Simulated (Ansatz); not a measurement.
The same calculation of Ti3Se, space group P-6m2 as a Python script and as an input file (the Python package of Ansatz (0.2.0)).

`ti3se.py`:
```python
# -*- coding: utf-8 -*-
'''Self-consistent field of Ti3Se at the given structure.'''

from pathlib import Path
import sys

import ansatz as az
import numpy as np
from pymatgen.core import Structure

SETTINGS = {
    'xc': 'revpbe',
    'kgrid': (5, 5, 2),
    'filling': 'Marzari-Vanderbilt',
    'mixing_beta': 0.4,
}

lattice = az.Lattice.of(
    (3.197446, 0.0, 0.0),
    (-1.598723, 2.769069, 0.0),
    (0.0, 0.0, 7.942745),
)
sites = [
    ('Ti', (1 / 3, 2 / 3, 0.227098)),
    ('Ti', (1 / 3, 2 / 3, 0.772902)),
    ('Ti', (2 / 3, 1 / 3, 0.5)),
    ('Se', (0.0, 0.0, 0.0)),
]
system = az.Crystal(lattice=lattice)
for symbol, position in sites:
    system = system.atom(symbol, position)

# the calculation
calculation = (
    system.calculation()
    .functional(SETTINGS['xc'])
    .pseudopotentials('nc')
    .accuracy('medium')
    .kpoints(*SETTINGS['kgrid'])
    .occupations(SETTINGS['filling'], width=100 * az.meV)
    .mixing('msr1', ndim=12, beta=SETTINGS['mixing_beta'])
    .eigensolver('davidson', mixed_precision=False)
    .initial_density(normalization='atom')
    .density()
    .potential()
    .electron_localization_function()
    .output_files(volumetric_format='npy')
    .band_table()
    .density_of_states(energy_step=0.05, method='smearing', broadening_width=0.2)
)
try:
    outcome = calculation.run(threads=1, backend='cpu')
except az.NonConvergedError as error:
    sys.exit(f'no convergence: {error}')
except az.RefusalError as error:
    sys.exit(f'input refused: {error}')
r = outcome.report

energy = r['free_energy_ev']
print('Ti3Se: {:.6f} eV = {:.6f} Ry = {:.6f} Ha'.format(energy, energy / 13.605693, energy / 27.211386))
print('Fermi level {:.4f} eV, {} k-points, {} symmetry operations'.format(r['fermi_energy_ev'], r['n_kpoints'], r['n_symmetry_ops']))

lines = ['| quantity | value |', '|---|---|']
lines.append(f'| free energy per atom | {r["free_energy_ev"] / len(outcome.lattice.sites):.4f} eV |')
lines.append(f'| Fermi level | {r["fermi_energy_ev"]:.3f} eV |')
lines.append(f'| volume per atom | {r["setup"]["cell_volume_ang3"] / len(outcome.lattice.sites):.3f} A^3 |')
lines.append(f'| valence electrons | {r["n_electrons"]:g} |')
Path('summary.md').write_text('\n'.join(lines) + '\n')

folder = Path(outcome.write_results('fields'))
print('densities in e/A^3, potentials in eV, ELF without unit')
for name in sorted(p.name for p in folder.glob('*.npy')):
    field = np.load(folder / name)
    print(f'{name:16s} {str(field.shape):16s} min {field.min():10.4f}  mean {field.mean():10.4f}  max {field.max():10.4f}')

gap = None if 'band_edges_ev' not in r else r['band_edges_ev'][1] - r['band_edges_ev'][0]
print('gap on the k mesh:', 'withheld (metal, or smearing too wide to tell)' if gap is None else f'{gap:.3f} eV')
print('lowest empty less highest filled band, by band count:', round(r['gap_by_band_count_ev'], 3), 'eV')

dos = outcome.density_of_states()
energy = np.asarray(dos.energies_ev) - dos.fermi_ev
states, count = np.asarray(dos.spin_summed_g_bin_mean_per_ev), np.asarray(dos.spin_summed_integrated)
g_fermi = float(np.interp(0.0, energy, states))
print(f'g(E_F) = {g_fermi:.3f} states/eV per cell')
# Sommerfeld coefficient of bare band electrons: pi^2 k_B^2 g / 3
gamma = np.pi ** 2 / 3 * 8.617333e-5 ** 2 * g_fermi * 96485.33e3 / len(outcome.lattice.sites)
print(f'bare Sommerfeld coefficient {gamma:.2f} mJ/(mol of atoms K^2)')
for low, high in ((-10, -6), (-6, -3), (-3, 0), (0, 3)):
    print(f'states between {low} and {high} eV: {np.interp(high, energy, count) - np.interp(low, energy, count):.3f}')

final = Structure(outcome.lattice.cell_ang, [s.symbol for s in outcome.lattice.sites], [s.position_frac for s in outcome.lattice.sites])
# count neighbours out to a fixed multiple of the shortest distance
for index, (site, neighbours) in enumerate(zip(final, final.get_all_neighbors(5.5))):
    first = min(n.nn_distance for n in neighbours)
    shell = [n for n in neighbours if n.nn_distance < 1.1 * first]
    mean = sum(n.nn_distance for n in shell) / len(shell)
    print(f'atom {index} {site.specie.symbol}: {len(shell)} neighbours within 1.1 of the shortest distance, mean {mean:.3f} A')
```

```console
$ python ti3se.py
DeckWarning: basis.ecutwfc = 1170.089609 eV, auto-derived from the records' recommended cutoffs: set by Se (normal level)
Ti3Se: -8158.257220 eV = -599.620851 Ry = -299.810426 Ha
Fermi level 13.5947 eV, 10 k-points, 12 symmetry operations
densities in e/A^3, potentials in eV, ELF without unit
elf.npy          (36, 36, 90)     min     0.0000  mean     0.3616  max     0.8595
rho.npy          (36, 36, 90)     min     0.0032  mean     0.7394  max    16.5029
v_es.npy         (36, 36, 90)     min  -458.9123  mean     3.6822  max    17.7453
v_tot.npy        (36, 36, 90)     min  -501.8289  mean    -7.8892  max     9.1224
gap on the k mesh: withheld (metal, or smearing too wide to tell)
lowest empty less highest filled band, by band count: -0.516 eV
g(E_F) = 2.914 states/eV per cell
bare Sommerfeld coefficient 1.72 mJ/(mol of atoms K^2)
states between -10 and -6 eV: 1.235
states between -6 and -3 eV: 4.191
states between -3 and 0 eV: 10.456
states between 0 and 3 eV: 12.117
atom 0 Ti: 3 neighbours within 1.1 of the shortest distance, mean 2.581 A
atom 1 Ti: 3 neighbours within 1.1 of the shortest distance, mean 2.581 A
atom 2 Ti: 6 neighbours within 1.1 of the shortest distance, mean 2.847 A
atom 3 Se: 6 neighbours within 1.1 of the shortest distance, mean 2.581 A
```
(Warnings from the package without file and line.)

`input.yaml`:
```yaml
crystal:
  lattice:
    - [3.197446, 0.0, 0.0]
    - [-1.598723, 2.769069, 0.0]
    - [0.0, 0.0, 7.942745]
  atoms:
    - { symbol: Ti, position: [0.3333333333333, 0.6666666666667, 0.227098] }
    - { symbol: Ti, position: [0.3333333333333, 0.6666666666667, 0.772902] }
    - { symbol: Ti, position: [0.6666666666667, 0.3333333333333, 0.5] }
    - { symbol: Se, position: [0.0, 0.0, 0.0] }
accuracy: medium
kpoints:
  mp_grid: { grid: [5, 5, 2] }
hamiltonian:
  xc: revpbe
  pseudopotentials: { kind: nc }
scf:
  mixing: { algorithm: msr1, beta: 0.4, ndim: 12 }
  occupations: { method: cold, width: 0.1 }
  eigensolver: { kind: davidson, mixed_precision: false }
  initial_density: { normalization: atom }
output:
  write_density: true
  write_potential: true
  volumetric_format: npy
  elf: true
  dos: { de: 0.05, method: { smearing: { sigma: 0.2 } } }
  eigenvalues: true
```

Launched from the shell:
```console
$ ansatz run input.yaml --threads 1 --pin off --max-ram 3072MiB --backend cpu --events-out ev --progress --plain --runs-dir out
Engine: ansatz 0.2.0, aarch64-unknown-linux-gnu
Pseudopotentials: kind: nc
Pseudopotential: Ti, nc, valence charge 12, recommended cutoff 1155 eV (normal), Ti.nc.azcp
Pseudopotential: Se, nc, valence charge 16, recommended cutoff 1170.089609 eV (normal), Se.nc.azcp
Functional definition: revPBE
  parameter kappa = 1.245
  parameter beta = 0.06672455060314922
  exchange = pbe_x(kappa = kappa, mu = beta*pi^2/3)
  correlation = pbe_c(beta = beta)
Crystal: 4 atoms, lattice volume = 70.325 Å³
Basis set: ecut = 1170.089609 eV, 6339 PW (Γ)
Bands: 32, of which v1, the nominal top of the filled ones, is band 26 counted from 1 (25 counted from 0)
Symmetry: 12 space group operations
Space group: P-6m2 (ITA 187), of the structure as read, at distance tolerance 4.1e-5 Å
k-points: 10 of 50 (time reversal used)
Non-local potential: Ti, projectors of the file, l = 0: 2, l = 1: 2, l = 2: 2
Non-local potential: Se, projectors of the file, l = 0: 2, l = 1: 2, l = 2: 2
Initial density: superposition of atomic densities (neutral atoms: chi_scale 0, normalization atom)
Initial wavefunctions: pseudopotential atomic-orbital guess
Functional: x = revpbe(κ = 1.245, μ = 0.2195149727645171), c = pbe(β = 0.06672455060314922)
SCF iter   1: F=—  HF=-8158.949469 eV  |F-HF|=—  |Δ(HF+E_count)|=         —  Δρ=5.05e-2  dr2=5.05e0  ethr=1.00e-1  ⟨swp⟩=3.9  Hψ=923  notcnv=0
preconditioner: auto → none  [insulator: Δε(μ)=0.138 eV  Ē_g=5.044 eV  σ=0.100 eV  W_gap=0.59  n_scr=24 (ndim 12)  ℏωp=18.8 eV  f_vac=0.000  D(μ)=4.17/eV (n_scr^D=38)  ε∞_Penn≈14.9]
SCF iter   2: F=—  HF=-8163.298633 eV  |F-HF|=—  |Δ(HF+E_count)|=    4.35e0  S|Δr|=    0.00e0  Δρ=1.48e-1  dr2=6.51e1  ethr=9.72e-3  ⟨swp⟩=7.9  Hψ=1135  notcnv=0  defer=1
preconditioner: auto → Kerker (q_TF=auto, 2.594 Å⁻¹)  [metal: Δε(μ)=0.069 eV  Ē_g=5.491 eV  σ=0.100 eV  W_gap=0.46  n_scr=24 (ndim 12)  ℏωp=18.8 eV  f_vac=0.000  D(μ)=4.16/eV (n_scr^D=38)]
SCF iter   3: F=—  HF=-8158.387452 eV  |F-HF|=—  |Δ(HF+E_count)|=    4.91e0  S|Δr|=    0.00e0  Δρ=2.48e-2  dr2=5.90e-1  ethr=9.72e-3  ⟨swp⟩=7.9  Hψ=1086  notcnv=0
SCF iter   4: F=—  HF=-8158.280403 eV  |F-HF|=—  |Δ(HF+E_count)|=   1.07e-1  S|Δr|=    0.00e0  Δρ=1.24e-2  dr2=8.38e-2  ethr=1.13e-3  ⟨swp⟩=5.3  Hψ=907  notcnv=0
SCF iter   5: F=—  HF=-8158.258067 eV  |F-HF|=—  |Δ(HF+E_count)|=   2.23e-2  S|Δr|=    0.00e0  Δρ=3.22e-3  dr2=1.28e-2  ethr=1.61e-4  ⟨swp⟩=4.3  Hψ=827  notcnv=0
SCF iter   6: F=—  HF=-8158.257119 eV  |F-HF|=—  |Δ(HF+E_count)|=   9.48e-4  S|Δr|=    0.00e0  Δρ=1.64e-3  dr2=4.43e-3  ethr=2.47e-5  ⟨swp⟩=4.3  Hψ=627  notcnv=0
iter 7 solved again at ethr=2.83e-7 eV; its pass at ethr=8.51e-6 eV (dr2=1.47e-4 eV) is discarded
SCF iter   7: F=—  HF=-8158.257250 eV  |F-HF|=—  |Δ(HF+E_count)|=   1.31e-4  S|Δr|=    0.00e0  Δρ=4.35e-4  dr2=1.48e-4  ethr=2.83e-7  ⟨swp⟩=6.2  Hψ=1435  notcnv=0
SCF iter   8: F=—  HF=-8158.257231 eV  |F-HF|=—  |Δ(HF+E_count)|=   1.89e-5  S|Δr|=    0.00e0  Δρ=3.35e-4  dr2=1.17e-4  ethr=2.83e-7  ⟨swp⟩=4.7  Hψ=739  notcnv=0
SCF iter   9: F=—  HF=-8158.257220 eV  |F-HF|=—  |Δ(HF+E_count)|=   1.10e-5  S|Δr|=    0.00e0  Δρ=1.23e-4  dr2=7.87e-6  ethr=2.25e-7  ⟨swp⟩=2.0  Hψ=578  notcnv=0
SCF iter  10: F=—  HF=-8158.257222 eV  |F-HF|=—  |Δ(HF+E_count)|=   2.05e-6  S|Δr|=    0.00e0  Δρ=1.16e-4  dr2=1.10e-5  ethr=1.51e-8  ⟨swp⟩=6.2  Hψ=884  notcnv=0
SCF iter  11: F=-8158.257220 eV  HF=-8158.257220 eV  |F-HF|=3.52e-8  |Δ(HF+E_count)|=   1.80e-6  S|Δr|=    0.00e0  Δρ=1.12e-5  dr2=6.16e-8  ethr=1.51e-8  ⟨swp⟩=4.5  Hψ=671  notcnv=0
SCF 1 converged in 11 iterations: F = -8158.257220 eV  dr2 = 6.16e-8
SCF converged after 11 iterations
Stability not checked: this state was not tested for a lower state beside it, because cold or Methfessel-Paxton smearing, or corrected tetrahedra, fill the levels in a way that the test cannot read (fill_not_monotonic; see scf.lower_state_search)
Free energy (F): -8158.257220 eV
Harris-Foulkes:  -8158.257220 eV  (|F-HF|=3.52e-8)
Internal energy: -8158.261542 eV  (E = F + TS)
E sigma→0 (E₀):  -8158.258661 eV
Entropy (-TS):   0.004321 eV (1.080 meV/atom)
Fermi energy:    13.594713 eV
--- Per-component energies (eV) ---
  E_band       = -785.535722
  E_kinetic    = 4088.912638
  E_local      = -6397.097136  (includes V_loc(G=0)·N_el)
  E_nonlocal   = -1230.909182
  E_hartree    = 2008.222882
  E_xc         = -1377.445959
  E_vxc        = -1262.876590  (∫ρ·V_xc dr)
  E_ewald      = -5249.944786
  E_smearing   = 0.004321  (= −TS)
  E_closure    = -0.000000  (closes the sum)
  Σ components = -8158.257220   (vs F -8158.257220, Δ=0.00e0)
--- Band table (eV; the first three rows and the last of 10) ---
  k-point 0: bands = ["-43.4107", "-43.3911", "-43.2361", "-35.0426", "-35.0426", "-35.0409", "-35.0204", "-35.0204", "-19.8986", "-19.8034", "-19.5061", "-19.5061", "-19.4833", "-19.4833", "-19.3826", "-19.3435", "-19.3435", "-1.8294", "7.1488", "8.9266", "11.4588", "12.3419", "12.3419", "13.4923", "13.8383", "13.8383", "13.9900", "13.9900", "14.5868", "14.7241", "15.0838", "15.0838"]
  k-point 1: bands = ["-43.4090", "-43.3930", "-43.2359", "-35.0426", "-35.0426", "-35.0409", "-35.0204", "-35.0204", "-19.9279", "-19.7632", "-19.5038", "-19.5038", "-19.4859", "-19.4859", "-19.3936", "-19.3432", "-19.3432", "-1.8256", "6.8615", "9.8489", "10.9638", "12.2668", "12.2668", "13.0259", "14.0832", "14.0832", "14.2339", "14.2857", "14.2857", "14.6901", "14.6901", "15.1181"]
  k-point 2: bands = ["-43.3968", "-43.3823", "-43.2327", "-35.0432", "-35.0428", "-35.0399", "-35.0203", "-35.0183", "-19.8604", "-19.8123", "-19.5893", "-19.5737", "-19.5315", "-19.5004", "-19.3955", "-19.3677", "-19.3521", "-1.3236", "7.7235", "9.4715", "10.3236", "11.8762", "11.9573", "12.7986", "13.3965", "13.5178", "14.0665", "14.4446", "14.5039", "14.5233", "15.0117", "15.2041"]
  k-point 9: bands = ["-43.3652", "-43.3647", "-43.2268", "-35.0444", "-35.0436", "-35.0378", "-35.0186", "-35.0153", "-19.8164", "-19.7834", "-19.7354", "-19.6914", "-19.6088", "-19.6030", "-19.4466", "-19.3997", "-19.3849", "0.1903", "7.0523", "8.9645", "9.1914", "12.0075", "12.2620", "12.4110", "12.6791", "13.3163", "13.7936", "13.8276", "15.0014", "15.2547", "15.8398", "16.1477"]
```

Caveats:
- The settings weren't tested for convergence.
- The run is spin-unpolarised.
- Such functionals run on norm-conserving files made under PBE, which can move pressures by some GPa.
- For a metal this k-point mesh is coarse: on a finer one energies can move by several to tens of meV an atom and pressures by half a GPa or more, differences at one mesh by less.
- An absolute Fermi energy rests on an arbitrary zero of the periodic potential and has no direct meaning.
- A gap by band count of zero or less means overlapping bands, a metal.
- The fields are valence quantities on the plane-wave grid; their values near the nuclei depend on the potentials.
- This cell is a computed structure, which may not be the phase found in nature.
- Levels are Kohn-Sham eigenvalues on this mesh, without spin-orbit coupling.
- The computed bands are complete only to about 1.5 eV above the Fermi level; beyond that the density of states is undercounted.
- Finished in 12 s on 1 thread of Arm Neoverse V2 (shared host), peak memory 0.41 GiB.

(A comment or docstring line of the script was reworded after the run, the code is as it ran; lines on the test bed's own set-up are left out of the output.)
